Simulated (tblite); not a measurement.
# C5H11F2GaS: the cost of one run

The runs use tblite 0.8.0 and PySCF 2.14.0, with density-fitted response routines of our own; the level of theory stands in each step. All values are computed, except where a source is named. Atoms are numbered from 0 throughout.

### 1 The molecule as given

20 atoms, charge 0, multiplicity 1; geometry from: force field or distance geometry start.

Bonds of the start (Å): F0–C1 1.37, C1–S2 1.81, S2–C3 1.78, C3–F4 1.38, S2–Ga5 2.21, Ga5–C6 1.98, C6–C7 1.52, C7–C8 1.50, C8–C6 1.51, C1–H9 1.13, C1–H10 1.10, C3–H11 1.10, C3–H12 1.11, Ga5–H13 1.61, Ga5–H14 1.62, C6–H15 1.09, C7–H16 1.13, C7–H17 1.10, C8–H18 1.13, C8–H19 1.11.

### 2 Relaxing the molecule with GFN2-xTB

The job: settings as JSON, then the geometry in Å.

```
{"job": {"kind": "relax", "xc": "GFN2-xTB", "basis": "xTB"}, "charge": 0, "multiplicity": 1}
F     -2.835300    -1.580200    -1.483700
C     -3.109400    -1.015200    -0.265100
S     -1.798500     0.142800     0.185100
C     -1.774200     1.412400    -1.068600
F     -0.776300     2.297000    -0.712200
Ga     0.147400    -0.878300     0.410100
C      1.669700     0.095700    -0.409500
C      3.043600    -0.369900     0.034700
C      2.558100     0.991600     0.420100
H     -3.058500    -1.799100     0.544800
H     -4.064900    -0.467500    -0.231200
H     -1.616800     0.993000    -2.074900
H     -2.745900     1.942100    -1.022600
H      0.435700    -1.069200     1.986200
H     -0.057200    -2.347800    -0.228900
H      1.610500     0.282200    -1.483300
H      3.073700    -1.144300     0.856200
H      3.863400    -0.440600    -0.699200
H      3.094100     1.812600    -0.140400
H      2.335900     1.153600     1.495400
```

Started as:

```
> OMP_NUM_THREADS=1 python probes_run.py task.json out
```

One launch serves the whole session: the jobs run in the order shown.

**Question.** How long does this first job take on 1 thread of Arm Neoverse V1, shared host, and how much memory does it need?

About 1.9 s, with a peak of 0.17 GiB.
